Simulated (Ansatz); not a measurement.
# Br− with CH₃F: structure and interaction energy, part 2 of 3

Ansatz 0.2.0, Gaussian basis. Earlier steps stand in the parts before.

**7. B97M-V/def2-TZVPPD**

The inputs:

ab/in.yaml

```yaml
crystal:
  periodic: [false, false, false]
  atoms:
    - {symbol: Br, position_ang: [-0.276504, -0.113509, -2.873230]}
    - {symbol: C, position_ang: [0.049023, 0.019893, 0.509525]}
    - {symbol: F, position_ang: [0.183749, 0.080829, 1.906654]}
    - {symbol: H, position_ang: [1.000348, 0.273423, 0.045456]}
    - {symbol: H, position_ang: [-0.714021, 0.727595, 0.190849]}
    - {symbol: H, position_ang: [-0.242595, -0.988231, 0.220746]}
basis:
  gaussian: {orbitals: "def2-TZVPPD.json"}
total_charge: -1
hamiltonian: {xc: {name: B97M-V}}
```

a/in.yaml

```yaml
crystal:
  periodic: [false, false, false]
  atoms:
    - {symbol: Br, position_ang: [-0.276504, -0.113509, -2.873230]}
basis:
  gaussian:
    orbitals: "def2-TZVPPD.json"
    ghost_atoms:
      - {symbol: C, position_ang: [0.049023, 0.019893, 0.509525]}
      - {symbol: F, position_ang: [0.183749, 0.080829, 1.906654]}
      - {symbol: H, position_ang: [1.000348, 0.273423, 0.045456]}
      - {symbol: H, position_ang: [-0.714021, 0.727595, 0.190849]}
      - {symbol: H, position_ang: [-0.242595, -0.988231, 0.220746]}
total_charge: -1
hamiltonian: {xc: {name: B97M-V}}
```

b/in.yaml

```yaml
crystal:
  periodic: [false, false, false]
  atoms:
    - {symbol: C, position_ang: [0.049023, 0.019893, 0.509525]}
    - {symbol: F, position_ang: [0.183749, 0.080829, 1.906654]}
    - {symbol: H, position_ang: [1.000348, 0.273423, 0.045456]}
    - {symbol: H, position_ang: [-0.714021, 0.727595, 0.190849]}
    - {symbol: H, position_ang: [-0.242595, -0.988231, 0.220746]}
basis:
  gaussian:
    orbitals: "def2-TZVPPD.json"
    ghost_atoms:
      - {symbol: Br, position_ang: [-0.276504, -0.113509, -2.873230]}
hamiltonian: {xc: {name: B97M-V}}
```

One command serves all of them, each in its own folder.

The run is started by

```sh
> ansatz run in.yaml --threads 4 --pin off --events-out ev --progress --plain --max-ram 9574MiB
```

Log of ab, cut to the lines that bear on the results:

```text
Functional definition: B97M-V
  name "B97M-V"
  cite "Mardirossian & Head-Gordon, J. Chem. Phys. 142, 074111 (2015) doi:10.1063/1.4907719"
  cite "Becke, J. Chem. Phys. 107, 8554 (1997) doi:10.1063/1.475007"
  cite "Vydrov & Van Voorhis, J. Chem. Phys. 133, 244103 (2010) doi:10.1063/1.3521275"
  # Of w^i u^j: cxij and so on, Table III.
[...]
  gx(w, u) = cx00 + cx01*u + cx02*u^2 + (cx10 + cx11*u)*w
[...]
  gos(w, u) = cos00 + cos01*u + cos03*u^3 + cos10*w + cos32*w^3*u^2
[...]
      + integral(e_c_pw_mod_opposite_spin*gos(b97_w_opposite, b97_u_opposite)) + vv10(b, c)
968 factors; their error is unknown
[...]
mean field -73839.51362731 eV, -2713.5520755836 hartree, gradient 2.7e-5 eV, S^2 0.000000; 0 other end points of the search recorded, 0 dependent functions left out
reference -73839.51371402 eV, -2713.5520787700 hartree; 27, 27 occupied and 158, 158 virtual orbitals, 968 factors
Total energy: -73839.51371402 eV, -2713.5520787700 hartree
```

a printed, cut to the lines that bear on the results:

```text
[... 5 set-up lines as earlier in the session ...]
  # Of w^i u^j: cxij and so on, Table III.
[...]
  gx(w, u) = cx00 + cx01*u + cx02*u^2 + (cx10 + cx11*u)*w
[...]
  gos(w, u) = cos00 + cos01*u + cos03*u^3 + cos10*w + cos32*w^3*u^2
[...]
      + integral(e_c_pw_mod_opposite_spin*gos(b97_w_opposite, b97_u_opposite)) + vv10(b, c)
924 factors; their error is unknown
[...]
mean field -70035.96276888 eV, -2573.7741596757 hartree, gradient 9.7e-6 eV, S^2 0.000000; 0 other end points of the search recorded, 0 dependent functions left out
reference -70035.96285467 eV, -2573.7741628284 hartree; 18, 18 occupied and 167, 167 virtual orbitals, 924 factors
Total energy: -70035.96285467 eV, -2573.7741628284 hartree
```

b printed, cut to the lines that bear on the results:

```text
[... 5 set-up lines as earlier in the session ...]
  # Of w^i u^j: cxij and so on, Table III.
[...]
  gx(w, u) = cx00 + cx01*u + cx02*u^2 + (cx10 + cx11*u)*w
[...]
  gos(w, u) = cos00 + cos01*u + cos03*u^3 + cos10*w + cos32*w^3*u^2
[...]
      + integral(e_c_pw_mod_opposite_spin*gos(b97_w_opposite, b97_u_opposite)) + vv10(b, c)
962 factors; their error is unknown
[...]
mean field -3803.18172834 eV, -139.7643506274 hartree, gradient 2.5e-5 eV, S^2 0.000000; 0 other end points of the search recorded, 0 dependent functions left out
reference -3803.18178634 eV, -139.7643527589 hartree; 9, 9 occupied and 176, 176 virtual orbitals, 962 factors
Total energy: -3803.18178634 eV, -139.7643527589 hartree
```

They took 6.5 s (ab), 3.7 s (a), 3.8 s (b) on 4 threads of Arm Neoverse V1, shared host.

Interaction energy, ab − a − b: -8.51 kcal/mol.

**8. CCSD(T)/def2-TZVPPD**

The same edit goes into each in.yaml of step 7 (ab, a, b):

```diff
-hamiltonian: {xc: {name: B97M-V}}
+correlation: {method: ccsd_t}
```

Each run has its own folder and the same command.

The run is started by

```sh
> ansatz run in.yaml --threads 4 --pin off --events-out ev --progress --plain --max-ram 9574MiB
```

Log of ab, cut to the lines that bear on the results:

```text
Functional definition: HF
  name "HF"
  cite "Fock, Z. Phys. 61, 126 (1930) doi:10.1007/BF01340294"
[... 1 set-up line as earlier in the session ...]
[...]
1111 factors; integrals over basis functions are off by at most 9.0e-4 eV
[...]
mean field -73786.38806302 eV, -2711.5997471059 hartree, gradient 3.0e-6 eV, S^2 0.000000; 0 other end points of the search recorded, 0 dependent functions left out
11 core orbitals not correlated: weight in the atoms' cores, before any rotation towards them, 1.000 or more for the frozen orbitals, at most 0.000 for the correlated occupied ones
reference -73786.38806302 eV, -2711.5997471059 hartree; 16, 16 occupied and 158, 158 virtual orbitals, 1111 factors
second order -19.70488222 eV of doubles, -0.00000000 eV of singles
cycle   1  -19.81279702 eV  change   -1.1e-1 eV  update   8.1e-2
[...]
cycle   9  -20.28326065 eV  change   -5.9e-6 eV  update   1.2e-5
perturbative correction -0.63827523 eV, -0.0234561821 hartree
Total energy: -73807.30959890 eV, -2712.3685993684 hartree
```

Output in a, cut to the lines that bear on the results:

```text
[... 4 set-up lines as earlier in the session ...]
[...]
1109 factors; integrals over basis functions are off by at most 8.9e-4 eV
[...]
mean field -70000.93961992 eV, -2572.4870826910 hartree, gradient 7.3e-6 eV, S^2 0.000000; 0 other end points of the search recorded, 0 dependent functions left out
9 core orbitals not correlated: weight in the atoms' cores, before any rotation towards them, 1.000 or more for the frozen orbitals, at most 0.000 for the correlated occupied ones
reference -70000.93961992 eV, -2572.4870826910 hartree; 9, 9 occupied and 167, 167 virtual orbitals, 1109 factors
second order -7.77163906 eV of doubles, -0.00000000 eV of singles
cycle   1  -7.75961726 eV  change    1.2e-2 eV  update   4.2e-2
[...]
cycle   9  -7.91872360 eV  change   -4.0e-6 eV  update   7.5e-6
perturbative correction -0.25742390 eV, -0.0094601540 hartree
Total energy: -70009.11576743 eV, -2572.7875505699 hartree
```

b printed, cut to the lines that bear on the results:

```text
[... 4 set-up lines as earlier in the session ...]
[...]
1071 factors; integrals over basis functions are off by at most 9.0e-4 eV
[...]
mean field -3785.15708407 eV, -139.1019571679 hartree, gradient 7.5e-7 eV, S^2 0.000000; 0 other end points of the search recorded, 0 dependent functions left out
2 core orbitals not correlated: weight in the atoms' cores, before any rotation towards them, 1.000 or more for the frozen orbitals, at most 0.000 for the correlated occupied ones
reference -3785.15708407 eV, -139.1019571679 hartree; 7, 7 occupied and 176, 176 virtual orbitals, 1071 factors
second order -11.86506065 eV of doubles, -0.00000000 eV of singles
cycle   1  -11.99586536 eV  change   -1.3e-1 eV  update   6.8e-2
[...]
cycle   9  -12.30901452 eV  change   -6.9e-7 eV  update   6.2e-6
perturbative correction -0.37226614 eV, -0.0136805283 hartree
Total energy: -3797.83836473 eV, -139.5679856365 hartree
```

Times: 64 s (ab), 23 s (a), 19 s (b) on 4 threads of Arm Neoverse V1, shared host; peak memory 2 GiB.

E(ab) − E(a) − E(b) = -8.20 kcal/mol.

**9. MP2/def2-QZVPPD**

Changes to ab/in.yaml since step 8:

```diff
@@ -10,4 +10,4 @@
 basis:
-  gaussian: {orbitals: "def2-TZVPPD.json"}
+  gaussian: {orbitals: "def2-QZVPPD.json"}
 total_charge: -1
-correlation: {method: ccsd_t}
+correlation: {method: mp2}
```

Changes to a/in.yaml since step 8:

```diff
@@ -6,3 +6,3 @@
   gaussian:
-    orbitals: "def2-TZVPPD.json"
+    orbitals: "def2-QZVPPD.json"
     ghost_atoms:
@@ -14,2 +14,2 @@
 total_charge: -1
-correlation: {method: ccsd_t}
+correlation: {method: mp2}
```

Changes to b/in.yaml since step 8:

```diff
@@ -10,5 +10,5 @@
   gaussian:
-    orbitals: "def2-TZVPPD.json"
+    orbitals: "def2-QZVPPD.json"
     ghost_atoms:
       - {symbol: Br, position_ang: [-0.276504, -0.113509, -2.873230]}
-correlation: {method: ccsd_t}
+correlation: {method: mp2}
```

One command serves all of them, each in its own folder.

The run is started by

```sh
> ansatz run in.yaml --threads 4 --pin off --events-out ev --progress --plain --max-ram 9574MiB
```

Log of ab, cut to the lines that bear on the results:

```text
[... 4 set-up lines as earlier in the session ...]
[...]
1951 factors; integrals over basis functions are off by at most 8.2e-4 eV
[...]
mean field -73787.86846791 eV, -2711.6541509819 hartree, gradient 1.7e-6 eV, S^2 0.000000; 0 other end points of the search recorded, 0 dependent functions left out
11 core orbitals not correlated: weight in the atoms' cores, before any rotation towards them, 1.000 or more for the frozen orbitals, at most 0.000 for the correlated occupied ones
reference -73787.86846791 eV, -2711.6541509819 hartree; 16, 16 occupied and 299, 299 virtual orbitals, 1951 factors
second order -29.31128401 eV of doubles, -0.00000000 eV of singles
Total energy: -73817.17975192 eV, -2712.7313208014 hartree
```

Log of a, cut to the lines that bear on the results:

```text
[... 4 set-up lines as earlier in the session ...]
[...]
1947 factors; integrals over basis functions are off by at most 8.2e-4 eV
[...]
mean field -70002.25994615 eV, -2572.5356037851 hartree, gradient 5.3e-6 eV, S^2 0.000000; 0 other end points of the search recorded, 0 dependent functions left out
9 core orbitals not correlated: weight in the atoms' cores, before any rotation towards them, 1.000 or more for the frozen orbitals, at most 0.000 for the correlated occupied ones
reference -70002.25994615 eV, -2572.5356037851 hartree; 9, 9 occupied and 308, 308 virtual orbitals, 1947 factors
second order -16.44193389 eV of doubles, -0.00000000 eV of singles
Total energy: -70018.70188004 eV, -2573.1398337108 hartree
```

b printed, cut to the lines that bear on the results:

```text
[... 4 set-up lines as earlier in the session ...]
[...]
1946 factors; integrals over basis functions are off by at most 8.2e-4 eV
[...]
mean field -3785.31642365 eV, -139.1078127895 hartree, gradient 1.5e-6 eV, S^2 0.000000; 0 other end points of the search recorded, 0 dependent functions left out
2 core orbitals not correlated: weight in the atoms' cores, before any rotation towards them, 1.000 or more for the frozen orbitals, at most 0.000 for the correlated occupied ones
reference -3785.31642365 eV, -139.1078127895 hartree; 7, 7 occupied and 317, 317 virtual orbitals, 1946 factors
second order -12.78509923 eV of doubles, -0.00000000 eV of singles
Total energy: -3798.10152288 eV, -139.5776565203 hartree
```

They took 16 s (ab), 11 s (a), 12 s (b) on 4 threads of Arm Neoverse V1, shared host; peak memory 1.1 GiB.

Interaction energy, ab − a − b: -8.68 kcal/mol.

**10. Hartree-Fock/STO-3G**

Changes to ab/in.yaml since step 9:

```diff
@@ -10,4 +10,4 @@
 basis:
-  gaussian: {orbitals: "def2-QZVPPD.json"}
+  gaussian: {orbitals: STO-3G}
 total_charge: -1
-correlation: {method: mp2}
+hamiltonian: {xc: hf}
```

Changes to a/in.yaml since step 9:

```diff
@@ -6,3 +6,3 @@
   gaussian:
-    orbitals: "def2-QZVPPD.json"
+    orbitals: STO-3G
     ghost_atoms:
@@ -14,2 +14,2 @@
 total_charge: -1
-correlation: {method: mp2}
+hamiltonian: {xc: hf}
```

Changes to b/in.yaml since step 9:

```diff
@@ -10,5 +10,5 @@
   gaussian:
-    orbitals: "def2-QZVPPD.json"
+    orbitals: STO-3G
     ghost_atoms:
       - {symbol: Br, position_ang: [-0.276504, -0.113509, -2.873230]}
-correlation: {method: mp2}
+hamiltonian: {xc: hf}
```

The same command starts each run, in its folder.

The run is started by

```sh
> ansatz run in.yaml --threads 4 --pin off --events-out ev --progress --plain --max-ram 9574MiB
```

ab printed, cut to the lines that bear on the results:

```text
[... 4 set-up lines as earlier in the session ...]
[...]
358 factors; integrals over basis functions are off by at most 1.9e-5 eV
[...]
mean field -72972.97146334 eV, -2681.7072384213 hartree, gradient 6.0e-5 eV, S^2 0.000000; 0 other end points of the search recorded, 0 dependent functions left out
reference -72972.97146334 eV, -2681.7072384213 hartree; 27, 27 occupied and 4, 4 virtual orbitals, 358 factors
Total energy: -72972.97146334 eV, -2681.7072384213 hartree
```

a printed, cut to the lines that bear on the results:

```text
[... 4 set-up lines as earlier in the session ...]
[...]
300 factors; integrals over basis functions are off by at most 2.6e-3 eV
[...]
mean field -69240.34259474 eV, -2544.5356575668 hartree, gradient 9.1e-6 eV, S^2 0.000000; 0 other end points of the search recorded, 0 dependent functions left out
reference -69240.34259474 eV, -2544.5356575668 hartree; 18, 18 occupied and 13, 13 virtual orbitals, 300 factors
Total energy: -69240.34259474 eV, -2544.5356575668 hartree
```

Output in b, cut to the lines that bear on the results:

```text
[... 4 set-up lines as earlier in the session ...]
[...]
272 factors; integrals over basis functions are off by at most 9.3e-4 eV
[...]
mean field -3732.54184325 eV, -137.1683827315 hartree, gradient 7.1e-6 eV, S^2 0.000000; 0 other end points of the search recorded, 0 dependent functions left out
reference -3732.54184325 eV, -137.1683827315 hartree; 9, 9 occupied and 22, 22 virtual orbitals, 272 factors
Total energy: -3732.54184325 eV, -137.1683827315 hartree
```

They took 0.21 s (ab), 0.1 s (a), 0.2 s (b) on 4 threads of Arm Neoverse V1, shared host.

E(ab) − E(a) − E(b) = -2.01 kcal/mol.

**11. SPW92/def2-SVP**

Changes to ab/in.yaml since step 10:

```diff
@@ -10,4 +10,4 @@
 basis:
-  gaussian: {orbitals: STO-3G}
+  gaussian: {orbitals: def2-SVP}
 total_charge: -1
-hamiltonian: {xc: hf}
+hamiltonian: {xc: lda}
```

Changes to a/in.yaml since step 10:

```diff
@@ -6,3 +6,3 @@
   gaussian:
-    orbitals: STO-3G
+    orbitals: def2-SVP
     ghost_atoms:
@@ -14,2 +14,2 @@
 total_charge: -1
-hamiltonian: {xc: hf}
+hamiltonian: {xc: lda}
```

Changes to b/in.yaml since step 10:

```diff
@@ -10,5 +10,5 @@
   gaussian:
-    orbitals: STO-3G
+    orbitals: def2-SVP
     ghost_atoms:
       - {symbol: Br, position_ang: [-0.276504, -0.113509, -2.873230]}
-hamiltonian: {xc: hf}
+hamiltonian: {xc: lda}
```

One command serves all of them, each in its own folder.

The run is started by

```sh
> ansatz run in.yaml --threads 4 --pin off --events-out ev --progress --plain --max-ram 9574MiB
```

Log of ab, cut to the lines that bear on the results:

```text
Functional definition: SPW92
  name "SPW92"
  cite "Dirac, Proc. Camb. Phil. Soc. 26, 376 (1930) doi:10.1017/S0305004100016108"
  cite "Slater, Phys. Rev. 81, 385 (1951) doi:10.1103/PhysRev.81.385"
  cite "Perdew & Wang, Phys. Rev. B 45, 13244 (1992) doi:10.1103/PhysRevB.45.13244"
[...]
825 factors; their error is unknown
[...]
mean field -73714.10832796 eV, -2708.9435158354 hartree, gradient 5.4e-5 eV, S^2 0.000000; 0 other end points of the search recorded, 0 dependent functions left out
reference -73714.10835086 eV, -2708.9435166767 hartree; 27, 27 occupied and 48, 48 virtual orbitals, 825 factors
Total energy: -73714.10835086 eV, -2708.9435166767 hartree
```

Log of a, cut to the lines that bear on the results:

```text
[... 5 set-up lines as earlier in the session ...]
[...]
677 factors; their error is unknown
[...]
mean field -69942.29295870 eV, -2570.3318576433 hartree, gradient 5.2e-5 eV, S^2 0.000000; 0 other end points of the search recorded, 0 dependent functions left out
reference -69942.29298327 eV, -2570.3318585462 hartree; 18, 18 occupied and 57, 57 virtual orbitals, 677 factors
Total energy: -69942.29298327 eV, -2570.3318585462 hartree
```

b printed, cut to the lines that bear on the results:

```text
[... 5 set-up lines as earlier in the session ...]
[...]
774 factors; their error is unknown
[...]
mean field -3771.37273439 eV, -138.5953916606 hartree, gradient 3.2e-5 eV, S^2 0.000000; 0 other end points of the search recorded, 0 dependent functions left out
reference -3771.37275474 eV, -138.5953924083 hartree; 9, 9 occupied and 66, 66 virtual orbitals, 774 factors
Total energy: -3771.37275474 eV, -138.5953924083 hartree
```

Times: 0.56 s (ab), 0.3 s (a), 0.5 s (b) on 4 threads of Arm Neoverse V1, shared host.

Interaction energy, ab − a − b: -10.21 kcal/mol.

(Continued in part 3 of 3.)
